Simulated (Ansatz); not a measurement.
# CH4ISi radical: small, medium and large basis sets

Aim: see how fast density functionals converge with the basis set for CH4ISi radical.

Program: Ansatz 0.2.0, Gaussian basis. Level of theory: one geometry, several basis sets. These are calculated values, not measurements.

Plan: PBE0-D4/def2-SVP; ωB97M-V/def2-SVP; PBE0-D4/def2-QZVPP; ωB97M-V/def2-QZVPP; the functionals' def2-TZVPP values are taken from earlier runs.

**1. Structure used throughout**

An earlier PBE0-D4 in a triple-zeta def2 set relaxation fixed the geometry. I takes the def2 core potential; no spin-orbit term is included.

SMILES `C[SiH]I`, 7 atoms, charge 0, spin multiplicity 2.

Atoms are counted from 1 here; the program's logs count them from 0.

Bond lengths: C1–Si2 1.871 Å, C1–H4 1.093 Å, C1–H5 1.093 Å, C1–H6 1.091 Å, Si2–I3 2.445 Å, Si2–H7 1.492 Å. Angles: Si2–C1–H4 109.6°, Si2–C1–H5 110.2°, Si2–C1–H6 110.9°, H4–C1–H5 108.6°, H4–C1–H6 108.8°, H5–C1–H6 108.7°, C1–Si2–I3 110.5°, C1–Si2–H7 111.3°, I3–Si2–H7 107.3°.

Geometry (Å):

```
C    -0.6782    0.4492   -0.3311
Si    1.0373   -0.2739   -0.1457
I     0.9137   -2.5607    0.7116
H    -0.6061    1.4698   -0.7161
H    -1.1832    0.4761    0.6384
H    -1.2791   -0.1446   -1.0211
H     1.8567    0.5162    0.8183
```

**2. PBE0-D4 in def2-SVP**

The input, in.yaml:

```yaml
crystal:
  periodic: [false, false, false]
  atoms:
    - {symbol: C, position_ang: [-0.678176, 0.449178, -0.331051]}
    - {symbol: Si, position_ang: [1.037337, -0.273943, -0.145735]}
    - {symbol: I, position_ang: [0.913737, -2.560710, 0.711598]}
    - {symbol: H, position_ang: [-0.606075, 1.469783, -0.716090]}
    - {symbol: H, position_ang: [-1.183166, 0.476137, 0.638377]}
    - {symbol: H, position_ang: [-1.279128, -0.144636, -1.021074]}
    - {symbol: H, position_ang: [1.856670, 0.516191, 0.818277]}
basis:
  gaussian: {orbitals: def2-SVP}
magnetization: {spin_polarized: true, initial_magnetization: 1}
hamiltonian: {xc: pbe0, dispersion: d4}
output: {orbitals: {seedname: orbitals}}
```

The runs that follow: ωB97M-V in def2-SVP; PBE0-D4 in def2-QZVPP; ωB97M-V in def2-QZVPP.

Before running them: what should the planned runs give, taken together? Wanted: PBE0-D4: double and triple zeta above quadruple; ωB97M-V: double and triple zeta above quadruple.

As calculated:

| quantity | value |
| --- | --- |
| PBE0-D4: double and triple zeta above quadruple | 4.62, 0.36 eV |
| ωB97M-V: double and triple zeta above quadruple | 4.73, 0.35 eV |

What this shows: For PBE0-D4 the step from double to triple zeta gains 4.27 eV and the next only 0.36 eV. Total energies overstate the basis error of differences, where much of it tends to cancel.
